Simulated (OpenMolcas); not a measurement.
# Mo⁵⁺ among point charges: CASSCF and CASPT2 levels and susceptibility

Aim: the splitting of the states of Mo⁵⁺ in the field of 6 point charges, its lowest levels with spin-orbit coupling and its magnetic susceptibility.

Program: OpenMolcas 26.06. Level of theory: state-averaged CASSCF and CASPT2, spin-orbit coupling by RASSI with atomic mean-field integrals. These are calculated values, not measurements, unless marked.

### 1 The atom as given

```
Species                           : Mo⁵⁺ (molybdenum, Z = 42, 37 electrons)
Basis                             : ANO-RCC-VTZP [7s6p4d2f1g], 68 functions
Scalar Hamiltonian                : DKH2, point nucleus
Inactive shells                   : 1s 2s 2p 3s 3p 3d 4s 4p
Active space                      : 1 electron in 5 orbitals (4d)
Some configurations of this space : 4d
Orbitals                          : optimised for each spin and parity, averaged over all roots
```

The outer shells:

4d
```
4d [↑ ][  ][  ][  ][  ]
```

The ion sits among 6 point charges of -1.7 e arranged as a tetragonal octahedron (D4h), 2.13 Å from the ion, with the axial distance 2.236 Å.

Each step is its own input file, run in one work folder so that later steps find the files of earlier ones. Labels, J, g values, rates, χT and fits are worked out afterwards by a script from the matrices that RASSI stores. The input lists half of the charges; inversion (Group=XYZ) makes the rest.

### 2 Basis and integrals

Input file a.inp:

```
&GATEWAY
Coord
1

Mo 0.0 0.0 0.0
Basis=ANO-RCC-VTZP
Group=XYZ
NoMove
AngMom=0.0 0.0 0.0
AMFI
XField
3 Angstrom 0
2.130000 0.000000 0.000000 -1.700000
0.000000 2.130000 0.000000 -1.700000
0.000000 0.000000 2.236500 -1.700000
&SEWARD
```

On the command line:

```sh
> OMP_NUM_THREADS=1 MOLCAS_MEM=1689 MOLCAS_PROJECT=a pymolcas a.inp > a.log
```

Output:

```text
Basis set label: MO.ANO-RCC...7S6P4D2F1G.

      Electronic valence basis set:
      ------------------
      Associated Effective Charge  42.000000 au
      Associated Actual Charge     42.000000 au
      Nuclear Model: Point charge

      Shell  nPrim  nBasis  Cartesian Spherical Contaminant
         s      21       7        X
         p      18       6        X
         d      13       4                 X
         f       6       2                 X
         g       4       1                 X
                  Relativistic Douglas-Kroll-Hess integrals:
                    - DKH order of Hamiltonian: 2
                    - DKH order of Properties : 0
                  Atomic mean-field integrals
```

### 3 Reference wave functions, doublets of even parity, 5 roots

Input file a.inp:

```
&RASSCF
FileOrb=start.orb
Symmetry=1
Spin=2
nActEl=1 0 0
Inactive=9 9
Ras2=5 0
CIRoot=5 5 1
SDav=5
CIMx=300
Iter=120 100
PrWF=0.3
OrbListing=Nothing
MaxOrb=0
>>> COPY $Project.JobIph JOB001
```

start.orb holds the contracted functions of the basis, ordered by shell, or the orbitals of the step before.

Output (excerpt; [...] marks lines left out):

```text
[...]
      Number of active orbitals                  5
[...]
      Spin quantum number                      0.5
[...]
      Active orbitals                            5   0
[...]
      Number of CSFs                             5
      Number of root(s) required                 5
[...]
      Convergence after  7 iterations
[...]
      Natural orbitals and occupation numbers for root  1
      sym 1:   0.000000   1.000000  -0.000000   0.000000   0.000000
      Natural orbitals and occupation numbers for root  2
      sym 1:  -0.000000   0.000000   0.000000   1.000000   0.000000
      Natural orbitals and occupation numbers for root  3
      sym 1:   1.000000   0.000000   0.000000   0.000000   0.000000
::    RASSCF root number  1 Total energy:  -4053.02802294
::    RASSCF root number  2 Total energy:  -4053.02802294
::    RASSCF root number  3 Total energy:  -4053.02268392
::    RASSCF root number  4 Total energy:  -4053.00663653
::    RASSCF root number  5 Total energy:  -4052.99601825
```

### 4 State interaction with spin-orbit coupling

Input file a.inp:

```
&RASSI
NrOfJobIphs=1 5
1 2 3 4 5
IphNames
JOB001
EJob
SpinOrbit
DIPRint=1.0
SOCoupling=1000.0
Subsets=2
Property=9
'ANGMOM' 1 'ANGMOM' 2 'ANGMOM' 3 'MLTPL  1' 1 'MLTPL  1' 2 'MLTPL  1' 3
'AMFI' 1 'AMFI' 2 'AMFI' 3
SOProperty=3
'ANGMOM' 1 'ANGMOM' 2 'ANGMOM' 3
```

Output (excerpt; [...] marks lines left out):

```text
SPIN-FREE ENERGIES:
  (Shifted by EMIN (a.u.) =      -4053.0280229389)
 SF State       Relative EMIN(au)   Rel lowest level(eV)    D:o, cm**(-1)      L_eff
     1             0.0000000000        0.0000000000              0.0000         2.0
     2             0.0000000000        0.0000000000              0.0000         2.0
     3             0.0053390198        0.1452821310           1171.7794         2.0
     4             0.0213864098        0.5819538569           4693.7744         2.0
     5             0.0320046875        0.8708919141           7024.2170         2.0
     Dipole printing threshold changed to   1.00000000E+00
Eigenvalues of complex Hamiltonian:
   -----------------------------------
  (Shifted by EMIN (a.u.) =      -4053.0280229389)
 SO State       Relative EMIN(au)   Rel lowest level(eV)    D:o, cm**(-1)     J-value
     1            -0.0034381523        0.0000000000              0.0000         1.7
     2            -0.0034381523        0.0000000000              0.0000         1.7
     3            -0.0005439405        0.0787555162            635.2061         1.3
     4            -0.0005439405        0.0787555162            635.2061         1.3
     5             0.0071149337        0.2871640990           2316.1347         1.8
     6             0.0071149337        0.2871640990           2316.1347         1.8
     7             0.0226117445        0.7088538035           5717.2915         2.3
     8             0.0226117445        0.7088538035           5717.2915         2.3
     9             0.0329855318        0.9911389364           7994.0746         1.2
    10             0.0329855318        0.9911389364           7994.0746         1.2
Weights of the five most important spin-orbit-free states for each spin-orbit state.
[...]
```

Time for these steps: 1.7 s (1 thread of Arm Neoverse V1, shared host).

States without spin-orbit coupling:

```
state  degeneracy  E (cm-1)  free-ion L (%)
   2E           2         0         D (100)
  2B2           1      1172         D (100)
  2A1           1      4694         D (100)
  2B1           1      7024         D (100)
```

With spin-orbit coupling:

| E (cm-1) | Degeneracy | Label | 2S+1 | g |
| --- | --- | --- | --- | --- |
| 0.0 | 2 | E1/2 | 2 | 0.09 0.94 0.94 |
| 635.2 | 2 | E3/2 | 2 | 0.35 0.35 2.70 |
| 2316 | 2 | E3/2 | 2 | 0.45 2.52 2.52 |
| 5717 | 2 | E1/2 | 2 | 1.91 2.94 2.94 |
| 7994 | 2 | E3/2 | 2 | 2.17 2.17 3.15 |

Principal g values are given for doublets only; a zero marks a field direction without first-order Zeeman splitting.

Powder χT (cm³ K/mol): 0.06 at 2 K, 0.06 at 5 K, 0.06 at 10 K, 0.06 at 20 K, 0.07 at 50 K, 0.08 at 100 K, 0.09 at 150 K, 0.10 at 200 K, 0.12 at 250 K, 0.13 at 300 K.

### 5 CASPT2: IPEA 0.25, imaginary shift 0.1 (closed shells correlated: 4s 4p)

Input file a.inp:

```
>>> COPY JOB001 $Project.JobIph
&CASPT2
Multistate=5 1 2 3 4 5
NoMult
Frozen=8 6
IPEA=0.25
Imaginary=0.1
MaxIter=60
WThr=0.0 0.3 0.05
PrWF=0.5
NoMix
```

Output:

```text
Orbital specifications:
      -----------------------

      Symmetry species                           1   2
                                                ag  au
      Frozen orbitals                            8   6
      Inactive orbitals                          1   3
      Active orbitals                            5   0
      Secondary orbitals                        22  23
      Deleted orbitals                           0   0
      Number of basis functions                 36  32
Type of calculation                        SS-CASPT2
      Fock operator                              state-specific
      IPEA shift                                 0.25
      Real shift                                 0.00
      Imaginary shift                            0.10
      The input orbitals will be transformed to quasi-canonical
Reference energy:       -4053.0280229389
      E2 (Non-variational):      -0.2370020933
      Shift correction:          -0.0000820726
      E2 (Variational):          -0.2370841659
      Total energy:           -4053.2651071048
      Residual norm:              0.0000002334
      Reference weight:           0.96016
      Contributions to the CASPT2 correlation energy
      Active & Virtual Only:          0.0000000000
      One Inactive Excited:          -0.0523919265
      Two Inactive Excited:          -0.1846101668
Reference energy:       -4053.0280229389
      E2 (Non-variational):      -0.2370021468
      Shift correction:          -0.0000820727
      E2 (Variational):          -0.2370842195
      Total energy:           -4053.2651071584
      Residual norm:              0.0000002334
      Reference weight:           0.96016
      Contributions to the CASPT2 correlation energy
      Active & Virtual Only:          0.0000000000
      One Inactive Excited:          -0.0523919805
      Two Inactive Excited:          -0.1846101663
::    CASPT2 Root  1     Total energy:  -4053.26510710
::    CASPT2 Root  2     Total energy:  -4053.26510716
::    CASPT2 Root  3     Total energy:  -4053.25924399
::    CASPT2 Root  4     Total energy:  -4053.24364161
::    CASPT2 Root  5     Total energy:  -4053.23314070
```

Time for this run: 0.77 s (1 thread of Arm Neoverse V1, shared host).

SS-CASPT2: lowest energy less the reference's lowest, -0.2371 hartree; reference weights 0.960.

Spin-free states, with their symmetry labels:

```
state  degeneracy  E (cm-1)  free-ion L (%)
   2E           2         0         D (100)
  2B2           1      1287         D (100)
  2A1           1      4711         D (100)
  2B1           1      7016         D (100)
```

With spin-orbit coupling:

| E (cm-1) | Degeneracy | Label | 2S+1 | g |
| --- | --- | --- | --- | --- |
| 0 | 2 | E1/2 | 2 | 0.09 0.94 0.94 |
| 670 | 2 | E3/2 | 2 | 0.37 0.37 2.83 |
| 2390 | 2 | E3/2 | 2 | 0.35 2.54 2.54 |
| 5730 | 2 | E1/2 | 2 | 1.91 2.94 2.94 |
| 7990 | 2 | E3/2 | 2 | 2.17 2.17 3.17 |

Powder χT (cm³ K/mol): 0.06 at 2 K, 0.06 at 5 K, 0.06 at 10 K, 0.06 at 20 K, 0.07 at 50 K, 0.08 at 100 K, 0.09 at 150 K, 0.10 at 200 K, 0.12 at 250 K, 0.13 at 300 K.

### 6 The methods side by side

A. CASSCF
B. SS-CASPT2, IPEA 0.25, imaginary shift 0.1 (closed shells correlated: 4s 4p)

```
method  ground state  first state of that spin (cm-1)  first gap with spin-orbit (cm-1)  χT at 300 K
     A            2E                         2B2 1172                             635.2         0.13
     B            2E                         2B2 1287                             668.2         0.13
```

### 7 Summary of results

```
                                            quantity                                                                        value
                                              method  SS-CASPT2, IPEA 0.25, imaginary shift 0.1 (closed shells correlated: 4s 4p)
                              spin-free ground state                                               2E, 2-fold in its orbital part
first state of the same spin within the active space                                                             2B2 at 1290 cm⁻¹
                                        lowest level                                            2-fold E1/2, g = 0.09, 0.94, 0.94
                                          next level                                                                   668.2 cm⁻¹
                                         χT at 300 K                                                               0.13 cm³ K/mol
                           effective moment at 300 K                                                                      1.02 μB
```

Cost by method:

```
                                              method  time of its own steps  time with the reference
                                           A. CASSCF                  1.7 s                    1.7 s
B. SS-CASPT2, IPEA 0.25, imaginary shift 0.1, +4s 4p                 0.77 s                    2.5 s
```

Times are of one thread on a shared host.

What this shows: The spin-free ground state (2E) comes to 100 % from free-ion D terms and keeps the highest spin of the shell. χT at 300 K is 0.13, against 0.38 cm³ K/mol for the spin alone, so orbital moment lowers it. The field of point charges can differ much from that of real complexes. Point charges carry no covalency, so the field is a model and not that of real ligands.
